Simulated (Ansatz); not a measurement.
# RbGdS2: the cost of one run

Method: DFT LDA+U (U = 2 eV, J = 0.7 eV on Gd f, around-mean-field double counting), plane waves, PAW, no spin–orbit coupling unless a run says so, in Ansatz 0.2.0.

1 further run of the same task is left out (it didn't finish).

## 1. Starting point

It takes space group R-3m (No. 166, trigonal). The conventional cell has a = 4.142 Å, b = 4.142 Å, c = 22.553 Å, α = 90.00°, β = 90.00°, γ = 120.00°. Rb (site symmetry -3m) has 6 S at 3.29 Å as nearest neighbours. Gd (site symmetry -3m) is surrounded by 6 S at 2.82 Å. S (site symmetry 3m) has 3 Gd at 2.82 Å and 3 Rb at 3.29 Å as nearest neighbours.

As a file:

```
Rb Gd S
1.0
     2.07075    1.19555    7.51762
    -2.07075    1.19555    7.51762
     0.00000   -2.39110    7.51762
Rb Gd S
1 1 2
Direct
  0.50000 0.50000 0.50000
  0.00000 0.00000 0.00000
  0.26670 0.26670 0.26670
  0.73330 0.73330 0.73330
```

## 2. Ferromagnetic start, free, symmetry kept, no search

Contents of input.yaml:

```yaml
crystal:
  lattice:
    - [2.07075202, 1.19554924, 7.51762003]
    - [-2.07075202, 1.19554924, 7.51762003]
    - [0.0, -2.39109847, 7.51762003]
  atoms:
    - { symbol: Rb, position: [0.5, 0.5, 0.5] }
    - { symbol: Gd, position: [0.0, 0.0, 0.0], spin: 7.0 }
    - { symbol: S, position: [0.2667, 0.2667, 0.2667] }
    - { symbol: S, position: [0.7333, 0.7333, 0.7333] }
basis:
  ecutwfc: 420
  ecutrho_ratio: 4
kpoints:
  mp_grid: { grid: [5, 5, 5] }
hamiltonian:
  xc: lda
  hubbard: { sites: [{ site: 1, l: f, u: 2.0, j: 0.7 }], double_counting: amf }
scf:
  occupations: { method: gaussian, width: 0.05 }
  lower_state_search: "off"
  max_iter: 150
output:
  forces: true
  stress: true
  eigenvalues: true
  populations: true
  hubbard: { sites: [{ site: 1, l: f }] }
magnetization:
  spin_polarized: true
```

Run with:

```
ansatz run input.yaml --threads 4 --pin off --max-ram 6144MiB --backend cpu --events-out ev --progress --plain --runs-dir out
```

What time and memory should one allow on 4 threads of Intel Xeon at 2.50GHz (Skylake/Cascade Lake), shared host?

About 11 s, with a peak of 0.57 GiB.
